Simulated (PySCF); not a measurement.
# ZnGa with other numerical set-ups

The method stays; parts of the set-up, such as the basis or the Hamiltonian, are changed.

Computed with PySCF 2.14.0. Level: each script names its method and basis.

4 further runs of the same task are left out: 4 that didn't finish.

## 1. The starting structure

ZnGa: 2 atoms, charge 0, spin multiplicity 2.

Bond lengths: Zn1–Ga2 2.395 Å.

## 2. The base run

Input file input.py:

```python
from pyscf import gto, dft

mol = gto.M(
    atom='Zn 0 0 0; Ga 0 0 2.395',
    basis='minao',
    charge=0,
    spin=1,
    verbose=3,
)
mf = dft.UKS(mol, xc='pw6b95')
mf.kernel()
mf.stability(internal=True, external=True)
mf.dip_moment()
print('orbital energies (hartree):', [e[max(0, n-3):n+3].round(4) for e, n in zip(mf.mo_energy, mol.nelec)])
```

On the command line:

```
OMP_NUM_THREADS=1 python input.py
```

The log of this run is left out.

In short: E(SCF) = -3706.083226 Eh, ⟨S²⟩ = 0.751, μ = 1.88 D, internal stable; real -> complex unstable; UHF/UKS -> GHF/GKS unstable.

The bond length is a typed value, not an optimised one.

## 3. Integration grid 1

Edit 1 changes integration grid: default → 1.

Input file input.py:

```python
from pyscf import gto, dft

mol = gto.M(
    atom='Zn 0 0 0; Ga 0 0 2.395',
    basis='minao',
    charge=0,
    spin=1,
    verbose=3,
)
mf = dft.UKS(mol, xc='pw6b95')
mf.grids.level = 1
mf.kernel()
mf.stability(internal=True, external=True)
mf.dip_moment()
print('orbital energies (hartree):', [e[max(0, n-3):n+3].round(4) for e, n in zip(mf.mo_energy, mol.nelec)])
```

On the command line:

```
OMP_NUM_THREADS=1 python input.py
```

## 4. Cartesian functions on

Edit 2 changes Cartesian functions: off → on.

input.py, as its differences from that of step 2:

```diff
@@ -7,2 +7,3 @@
     spin=1,
+    cart=True,
     verbose=3,
```

## 5. Lanl2dz (core potential on)

Edit 3 changes basis set: minao → lanl2dz; core potential: off → on. The core potential changes with it: totals don't compare.

input.py, as its differences from that of step 2:

```diff
@@ -4,3 +4,4 @@
     atom='Zn 0 0 0; Ga 0 0 2.395',
-    basis='minao',
+    basis='lanl2dz',
+    ecp={'Zn': 'lanl2dz', 'Ga': 'lanl2dz'},
     charge=0,
```

Before running it: what results should come out? Wanted: for each run, E(SCF); from base; gap, α spin; SCF dipole; after the SCF.

**Answer**, as computed:

| run | E(SCF) (hartree) | from base (eV) | gap, α spin (eV) | SCF dipole (D) | functions | after the SCF |
| --- | --- | --- | --- | --- | --- | --- |
| base | -3706.083226 | 0 | 1.74 | 1.88 | 33 | unstable: real -> complex, UHF/UKS -> GHF/GKS |
| integration grid 1 | -3706.083297 | -0.0019 | 1.74 | 1.88 | 33 | unstable: real -> complex, UHF/UKS -> GHF/GKS |
| Cartesian functions on | -3706.088069 | -0.1318 | 1.74 | 2.11 | n/a | unstable: real -> complex, UHF/UKS -> GHF/GKS |
| lanl2dz (core potential on) | -67.717468 | not comparable | n/a | 0.74 | 26 | unstable: real -> complex, UHF/UKS -> GHF/GKS |

What this shows: Of the runs whose energies can be compared, “Cartesian functions on” moves the SCF energy most (-0.132 eV).
